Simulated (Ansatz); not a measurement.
From input file to script: C2H4OSe, SMILES COC=[Se] in Ansatz 0.2.0.

```yaml
crystal:
  periodic: [false, false, false]
  atoms:
    - { symbol: C, position_ang: [-0.5109, 0.8924, 0.4386] }
    - { symbol: O, position_ang: [-0.4437, -0.4719, 0.266] }
    - { symbol: C, position_ang: [0.5646, -1.028, -0.4885] }
    - { symbol: Se, position_ang: [0.8581, -2.9938, -0.716] }
    - { symbol: H, position_ang: [-1.4483, 1.1526, 1.0316] }
    - { symbol: H, position_ang: [0.3436, 1.3561, 0.9311] }
    - { symbol: H, position_ang: [-0.6542, 1.4258, -0.5604] }
    - { symbol: H, position_ang: [1.383, -0.3902, -0.9582] }
basis:
  gaussian: { orbitals: def2-TZVP }
hamiltonian:
  xc: pbe0
```

Launched from the shell:
```console
$ ansatz run input.yaml --threads 1 --pin off --max-ram 4096MiB --backend cpu --events-out ev --progress --plain --runs-dir out
Engine: ansatz 0.2.0, aarch64-unknown-linux-gnu
Functional definition: PBE0
  parameter a = 0.25
  parameter kappa = 0.804
  parameter beta = 0.06672455060314922
  exchange = (1 - a)*pbe_x(kappa = kappa, mu = beta*pi^2/3) + a*exact_x
  correlation = pbe_c(beta = beta)
1099 factors; their error is unknown
mean field evaluation 1: about -69518.8000 eV, gradient 4.2e1 eV
mean field evaluation 2: about -69510.7658 eV, gradient 7.0e1 eV
mean field evaluation 4: about -69522.4465 eV, gradient 5.5e0 eV
mean field evaluation 8: about -69522.5198 eV, gradient 1.5e-1 eV
mean field evaluation 16: about -69522.9372 eV, gradient 1.3e-4 eV
mean field -69522.93717768 eV, -2554.9208169403 hartree, gradient 3.6e-5 eV, S^2 0.000000; 0 other end points of the search recorded, 0 dependent functions left out
reference -69522.93720439 eV, -2554.9208179218 hartree; 29, 29 occupied and 136, 136 virtual orbitals, 1099 factors
Total energy: -69522.93720439 eV, -2554.9208179218 hartree
```

`c2h4ose.py`:
```python
import json

import ansatz as az

BASIS = "def2-TZVP"
XC = "pbe0"


def main() -> None:
    geometry_ang = [
        ("C", [-0.5109, 0.8924, 0.4386]),
        ("O", [-0.4437, -0.4719, 0.266]),
        ("C", [0.5646, -1.028, -0.4885]),
        ("Se", [0.8581, -2.9938, -0.716]),
        ("H", [-1.4483, 1.1526, 1.0316]),
        ("H", [0.3436, 1.3561, 0.9311]),
        ("H", [-0.6542, 1.4258, -0.5604]),
        ("H", [1.383, -0.3902, -0.9582]),
    ]
    molecule = az.Crystal.molecule()
    for symbol, xyz in geometry_ang:
        molecule = molecule.atom(symbol, xyz)

    base = molecule.calculation().basis(gaussian=BASIS).functional(XC)
    trace = []
    res = base.session().plan().execute(on_event=trace.append)
    r = res.report
    for event in trace:
        if event["event"] == "mean_field_evaluation" and event["data"]["evaluation"] <= 25:
            print("pass {evaluation:3d}  E = {energy_ev:.6f} eV  gradient {gradient_ev:.1e}".format(**event["data"]))

    print("reference energy %16.6f eV" % r["reference_energy_ev"])
    print("total energy     %16.6f eV" % r["free_energy_ev"])
    print("occupied orbitals outside the frozen core (up, down):", r["n_occupied"], " frozen:", r["n_frozen"], " virtual:", r["n_virtual"])

    field = r["mean_field"]
    print("<S^2> =", round(abs(field["state"]["spin_squared"]), 4), " all-electron relativity setting:", field["relativity"])
    print("passes:", field["passes"])
    if "symmetry" in field:
        print("occupied orbitals by irrep:", field["symmetry"]["occupied"])
    with open("c2h4ose.json", "w") as handle:
        json.dump({k: r[k] for k in ("free_energy_ev", "reference_energy_ev", "n_occupied", "n_virtual")}, handle, indent=1)


if __name__ == "__main__":
    main()
```

Output of `python c2h4ose.py`:
```text
pass   1  E = -69518.799966 eV  gradient 4.2e+01
pass   2  E = -69510.765816 eV  gradient 7.0e+01
pass   3  E = -69521.710791 eV  gradient 1.8e+01
pass   4  E = -69522.446543 eV  gradient 5.5e+00
pass   5  E = -69522.479868 eV  gradient 4.0e+00
pass   6  E = -69522.513031 eV  gradient 1.0e+00
pass   7  E = -69522.516179 eV  gradient 1.4e-01
pass   8  E = -69522.519791 eV  gradient 1.5e-01
pass   9  E = -69522.519834 eV  gradient 6.2e-02
pass  10  E = -69522.936891 eV  gradient 5.2e-01
pass  11  E = -69522.937114 eV  gradient 1.4e-01
pass  12  E = -69522.937176 eV  gradient 2.6e-02
pass  13  E = -69522.937178 eV  gradient 3.5e-03
pass  14  E = -69522.937178 eV  gradient 6.7e-04
pass  15  E = -69522.937178 eV  gradient 6.7e-04
pass  16  E = -69522.937178 eV  gradient 1.3e-04
pass  17  E = -69522.937178 eV  gradient 3.6e-05
pass  18  E = -69522.937178 eV  gradient 3.6e-05
reference energy    -69522.937204 eV
total energy        -69522.937204 eV
occupied orbitals outside the frozen core (up, down): [29, 29]  frozen: 0  virtual: [136, 136]
<S^2> = 0.0  all-electron relativity setting: none
passes: {'evaluations': 16, 'products': 14}
occupied orbitals by irrep: [{'A': 29}, {'A': 29}]
```

Reading the output:
- Total energies depend on the basis set; only differences at equal settings carry meaning.
- The geometry is a force-field or estimated start, not a minimum of this method, and the basis set is short of its limit.
- Early passes use coarser integrals and grids, so their energies can't be compared with the last.
- The whole script took 5.9 s on 1 thread of Arm Neoverse V1, on a shared host, peak memory 0.39 GiB.

(Lines on the test bed's own set-up are left out of the output.)
